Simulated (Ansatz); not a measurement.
# CH4GeO2: the cost of one run

Program: Ansatz 0.2.0, Gaussian basis. Level of theory: the settings change from run to run. These are calculated values, not measurements.

## 1. The relaxed structure

The geometry comes from an earlier relaxation with PBE0-D4 in a triple-zeta def2 set; it is a stationary point, not always the lowest conformer.

SMILES `C[O][Ge][OH]`, 8 atoms, charge 0, spin multiplicity 1.

Atoms are counted from 1 here; the program's logs count them from 0.

Bond lengths: C1–O2 1.404 Å, C1–H5 1.093 Å, C1–H6 1.098 Å, C1–H7 1.098 Å, O2–Ge3 1.790 Å, Ge3–O4 1.789 Å, O4–H8 0.962 Å. Angles: O2–C1–H5 108.7°, O2–C1–H6 112.0°, O2–C1–H7 112.1°, H5–C1–H6 107.7°, H5–C1–H7 107.7°, H6–C1–H7 108.5°, C1–O2–Ge3 127.0°, O2–Ge3–O4 101.6°, Ge3–O4–H8 117.3°.

## 2. B3LYP/x2c-TZVPPall

The input, in.yaml:

```yaml
crystal:
  periodic: [false, false, false]
  atoms:
    - {symbol: C, position_ang: [0.049146, 0.633158, -0.773665]}
    - {symbol: O, position_ang: [1.140652, -0.154748, -0.375242]}
    - {symbol: Ge, position_ang: [1.187451, -1.328546, 0.975499]}
    - {symbol: O, position_ang: [-0.475942, -1.200881, 1.622545]}
    - {symbol: H, position_ang: [0.351827, 1.244460, -1.627247]}
    - {symbol: H, position_ang: [-0.806986, 0.022210, -1.087566]}
    - {symbol: H, position_ang: [-0.281305, 1.312374, 0.022728]}
    - {symbol: H, position_ang: [-1.072641, -0.585027, 1.187149]}
basis:
  gaussian: {orbitals: x2c-TZVPPall}
hamiltonian: {xc: {name: B3LYP}}
output: {forces: true}
```

Run with:

```sh
$ ansatz run in.yaml --threads 2 --pin off --events-out ev --progress --plain --max-ram 32768MiB --backend cpu
```

Q: Estimate wall time and peak memory on 2 threads of AMD EPYC 7R13, shared host.

About 6.5 s, with a peak of 0.49 GiB.
